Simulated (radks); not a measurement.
# Ionisation of Si³⁺: one atom, several choices of relativity

One table from this session's results is given with a row withheld; the runs are named, their logs left out.

The numbers are computed with radks (a radial shooting solver on a logarithmic mesh, Libxc functionals) version 1 (Kohn-Sham, LDA (Slater exchange, Perdew-Wang correlation), spin-unpolarised, spherical densities), except any that are marked as measured or tabulated.

2 further runs of the same task are left out: 2 set aside as unsound or not needed.

## What is computed

| Property | Result |
| --- | --- |
| element | silicon (Z = 14) |
| charge | +3 |
| electrons | 11 |
| configuration | [Ne] 3s1 |
| ion | Si⁴⁺, [Ne] |
| choices | non-relativistic; scalar-relativistic; Dirac, 2j+1 shares; scalar-relativistic, finite nucleus; Dirac, 2j+1 shares, finite nucleus; Dirac, c × 3; Dirac, c × 1.5; Dirac, c × 1.25 |

Outer shells as boxes (Hund's rule):

Si³⁺
```
[Ne] core
3s [↑ ]
```

Si⁴⁺
```
[He] core
2s [↑↓]
2p [↑↓][↑↓][↑↓]
```

The first run:

The run's settings:

```text
Z 14
configuration [Ne] 3s1 3p0 4s0
relativity non-relativistic
functional lda,pw
spin unpolarised
nucleus point
```

Steps of the session up to this table: non-relativistic: Si³⁺.

One of the session's tables, all rows but one given; the rest of the session is left out.

It belongs to the step «non-relativistic: Si³⁺». From the orbitals of this run (lengths in bohr):

```
level     <r>  outermost maximum (interpolated)  90 % within  nodes
   1s  0.1120                            0.0732        0.200      0
   2s  0.5702                             0.457        0.898      1
   2p  0.5352                             0.387        0.899      0
   3s       ?                                 ?            ?      ?
   3p   2.039                              1.79         3.06      1
   4s   4.002                              3.85         5.72      3
```

Estimate the missing values for 3s.

The run gave: <r>: 1.845; outermost maximum (interpolated): 1.63; 90 % within: 2.73; nodes: 2. In the column «<r>» it lies between 2s (0.5702) and 3p (2.039).

Caveats from the session: Spin polarisation and multiplet splitting of open shells are left out at every level.
